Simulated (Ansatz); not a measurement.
Wanted: the native input for an Ansatz 0.2.0 run.

| Item | Value |
| --- | --- |
| Task | band structure |
| Functional | PBE |
| Potentials or basis | Ansatz PAW |
| Cutoff | 420 eV (not typed: the program's choice for these potentials) |
| k mesh | 11 × 11 × 3 |
| Occupations | fermi-dirac, width 0.05 eV |
| Spin | collinear spin, ferromagnetic start |
| Starting moments | [1.0, 1.0, 0.0, 0.6, 0.0] μB |
| Path | [["G", "M", "K", "G", "A", "L", "H", "A"], ["L", "M"], ["K", "H"]] |
| Points for each segment of the path | 14 |

The system is NiMoIrPdW.

```
Ni Mo Pd Ir W
1.0
     2.76616    0.00000    0.00000
    -1.38308    2.39557    0.00000
     0.00000    0.00000   11.02292
Ni Mo Pd Ir W
1 1 1 1 1
Direct
  0.33333 0.66667 0.59712
  0.00000 0.00000 0.41074
  0.66667 0.33333 0.79520
  0.66667 0.33333 0.19960
  0.33333 0.66667 0.99734
```

The cell was built by a generator and needn't be a form met in nature.

One way to write it, as run:

input.yaml

```yaml
crystal:
  lattice:
    - [2.76616, 0.0, 0.0]
    - [-1.38308, 2.39557, 0.0]
    - [0.0, 0.0, 11.02292]
  atoms:
    - { symbol: Ni, position: [0.33333, 0.66667, 0.59712], spin: 1.0 }
    - { symbol: Mo, position: [0.0, 0.0, 0.41074], spin: 1.0 }
    - { symbol: Pd, position: [0.66667, 0.33333, 0.7952] }
    - { symbol: Ir, position: [0.66667, 0.33333, 0.1996], spin: 0.6 }
    - { symbol: W, position: [0.33333, 0.66667, 0.99734] }
hamiltonian:
  xc: pbe
  pseudopotentials: { kind: paw }
magnetization:
  spin_polarized: true
kpoints:
  mp_grid: { grid: [11, 11, 3] }
  band_path:
    path:
      - [[0.0, 0.0, 0.0], [0.5, 0.0, 0.0], [0.3333333333, 0.3333333333, 0.0], [0.0, 0.0, 0.0], [0.0, 0.0, 0.5], [0.5, 0.0, 0.5], [0.3333333333, 0.3333333333, 0.5], [0.0, 0.0, 0.5]]
      - [[0.5, 0.0, 0.5], [0.5, 0.0, 0.0]]
      - [[0.3333333333, 0.3333333333, 0.0], [0.3333333333, 0.3333333333, 0.5]]
    npoints: 14
scf:
  occupations: { method: fermi_dirac, width: 0.05 }
  n_extra_bands: 12
output:
  forces: true
  stress: true
  eigenvalues: true
  fatbands: false
```

Potentials or basis: Ansatz PAW.

Command:

```bash
$ ansatz run input.yaml --threads 8 --pin off --max-ram 20480MiB --backend cpu --events-out ev --progress --plain --runs-dir out
```

It gave:

* Pressure: 0.1 GPa
* Largest force: 0.161 eV/Å
* Band gap on the k mesh: none (metal or under the smearing width)
* Net moment: 0.00 μB per cell
* Absolute moment: 0.00 μB per cell

Caveat: spin-orbit coupling is left out, which moves the levels of the heavy elements; the starting moments weren't kept.

Run time: 30 s on 8 threads of Arm Neoverse V1 (shared host), peak memory 0.91 GiB.
